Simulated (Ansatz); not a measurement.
Write a Python script for the Python package of Ansatz (0.2.0) that makes a ladder of methods at one geometry of C2H2AlClO, SMILES [Cl][Al]1[CH]=C[O]1. Level of theory (for the species named): LDA, cc-pVDZ basis, multiplicity 1. The script varies functional: lda, r2scan0, pbe, hf, blyp, b3lyp.

```yaml
atoms:
  - { symbol: Cl, position_ang: [-2.2321, -2.4878, 0.6390] }
  - { symbol: Al, position_ang: [-0.8218, -0.8966, 0.0376] }
  - { symbol: C, position_ang: [0.2826, 0.4148, 0.6117] }
  - { symbol: C, position_ang: [0.8274, 0.7785, -0.6276] }
  - { symbol: O, position_ang: [-0.0306, -0.1802, -1.3886] }
  - { symbol: H, position_ang: [0.5445, 0.7830, 1.6201] }
  - { symbol: H, position_ang: [1.4914, 1.5203, -0.9378] }
```

Script `methods.py`:
```python
"""C2H2AlClO at several levels of theory."""

from pathlib import Path

import ansatz as az
from ase import Atoms
import numpy as np

BASIS_SET = "cc-pVDZ"

atoms = Atoms(["Cl", "Al", "C", "C", "O", "H", "H"], positions=[
    (-2.2321, -2.4878, 0.639),
    (-0.8218, -0.8966, 0.0376),
    (0.2826, 0.4148, 0.6117),
    (0.8274, 0.7785, -0.6276),
    (-0.0306, -0.1802, -1.3886),
    (0.5445, 0.783, 1.6201),
    (1.4914, 1.5203, -0.9378),
])
c2h2alclo = az.Crystal.molecule_from_ase(atoms)

job = c2h2alclo.calculation().basis(gaussian=BASIS_SET)

print("functional    E (Ha)        dipole (D)   HOMO (eV)  LUMO (eV)")
for name in ["lda", "r2scan0", "pbe", "hf", "blyp", "b3lyp"]:
    data = job.functional(name).forces().orbitals().run(threads=1, pin="off", runs_dir="runs").report
    lines = Path(data["orbitals_path"]).read_text().splitlines()
    field_of = lambda key: [line.split("=")[1].strip() for line in lines if line.startswith(key)]
    orbitals = [(27.211386 * float(e), s, float(n)) for e, s, n in zip(field_of("Ene="), field_of("Spin="), field_of("Occup="))]
    homo = max(e for e, _, n in orbitals if n > 0.5)
    lumo = min(e for e, _, n in orbitals if n < 0.5)
    dipole = 4.803205 * np.linalg.norm(data["charge_distribution"]["dipole_moment_e_ang"])
    print(f"{name:10s} {data['free_energy_ev'] / 27.211386246:14.6f} {dipole:9.3f} {homo:11.3f} {lumo:10.3f}")
```

`python methods.py` gives:
```text
functional    E (Ha)        dipole (D)   HOMO (eV)  LUMO (eV)
lda           -851.474213     1.227      -5.151     -2.831
r2scan0       -855.102604     1.294      -6.454     -1.637
pbe           -854.767990     1.143      -4.976     -2.608
hf            -853.182262     1.463      -9.019      1.480
blyp          -855.225888     1.119      -4.771     -2.423
b3lyp         -855.302645     1.240      -5.984     -1.917
```

Total energies depend on the basis set; only differences at equal settings carry meaning. The geometry is a force-field or estimated start, not a minimum of this method, and the basis set is short of its limit. A lower total doesn't mark the better method: functionals have no common bound, and MP2 and coupled cluster aren't variational. b3lyp holds the VWN-RPA fit, as in Gaussian; the form of ORCA and Turbomole is b3lyp5. Levels such as HOMO and LUMO are orbital energies: with these approximate functionals they aren't the ionisation energy and electron affinity, and their gap isn't the fundamental gap. For Al to Cl the sets with a tight d function, cc-pV(X+d)Z, are usual. Wall time of the script: 35 s on 1 thread of Arm Neoverse N1, with other jobs on the host, peak memory 0.26 GiB.

(Lines on the test bed's own set-up are left out of the output.)
